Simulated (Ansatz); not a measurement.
# Sr: a tetragonal deformation path

One table from this session's results is given with a row withheld; the runs are named, their logs left out.

Method: DFT PBEsol, scalar-relativistic, plane waves, PAW, in Ansatz 0.2.0.

## Starting point

It takes space group Fm-3m (No. 225, cubic). The conventional cell has a = 6.085 Å, b = 6.085 Å, c = 6.085 Å, α = 90.00°, β = 90.00°, γ = 90.00°. Around Sr (site symmetry m-3m) lie 12 Sr at 4.30 Å.

As a file:

```cif
data_structure
_symmetry_space_group_name_H-M 'P 1'
_symmetry_Int_Tables_number 1
_cell_length_a 4.3025
_cell_length_b 4.3025
_cell_length_c 4.3025
_cell_angle_alpha 60.000
_cell_angle_beta 60.000
_cell_angle_gamma 60.000
_cell_volume 56.32
loop_
_atom_site_label
_atom_site_type_symbol
_atom_site_fract_x
_atom_site_fract_y
_atom_site_fract_z
_atom_site_occupancy
Sr1 Sr 0.00000 0.00000 0.00000 1
```

The cell is taken as given, not relaxed at this level.

Set-up of the first run:

At fixed volume and fractional coordinates, lengths along (0.000, 0.000, 1.000) are scaled against those across it; ρ is that ratio over its starting value.

Contents of input.yaml:

```yaml
crystal:
  lattice:
    - [0.0, 3.4150943274, 2.4144716895]
    - [3.4150943274, 0.0, 2.4144716895]
    - [3.4150943274, 3.4150943274, 0.0]
  atoms:
    - { symbol: Sr, position: [0.0, 0.0, 0.0] }
basis:
  ecutwfc: 420
kpoints:
  mp_grid: { grid: [10, 10, 10] }
hamiltonian:
  xc: pbesol
scf:
  occupations: { method: gaussian, width: 0.03 }
output:
  forces: true
  stress: true
  eigenvalues: true
```

Among the steps run: ρ = 0.707; ρ = 1.414; At ρ = 0.850; Point ρ = 1.200; Point ρ = 0.780; ρ = 1.300; Point ρ = 0.920; At ρ = 1.100; ρ = 0.650; ρ = 1.500; ρ = 0.960; Point ρ = 1.050.

One table of the session follows, with a row left open; its other results are not shown here.

It belongs to the step «The scan collected». 

```
    ρ  ΔE (meV/atom)  pressure (GPa)
0.650            7.4            -1.0
0.707            4.4            -1.1
0.780            6.4            -1.1
0.850            3.6            -1.0
0.920            1.2            -0.9
0.960            0.4            -0.9
1.000            0.0            -0.9
1.050            0.9            -0.9
1.100            5.5            -0.9
1.200              ?               ?
1.300           75.7            -0.9
1.414          145.0            -0.8
1.500          213.5            -0.6
```

**Question.** Estimate the row for ρ = 1.200.

Worked estimate for «ΔE (meV/atom)». A straight line through the neighbours (1.100, 5.5) and (1.300, 75.7) gives 5.5 + (75.7 − 5.5) × (1.200 − 1.100) / (1.300 − 1.100) = 40.6; a parabola fitted to 4 rows on both sides gives 32.2.

**Answer.** ΔE (meV/atom): 30.6; pressure (GPa): -1.0. In «ΔE (meV/atom)» the line misses by +10.0 and the parabola by +1.6.
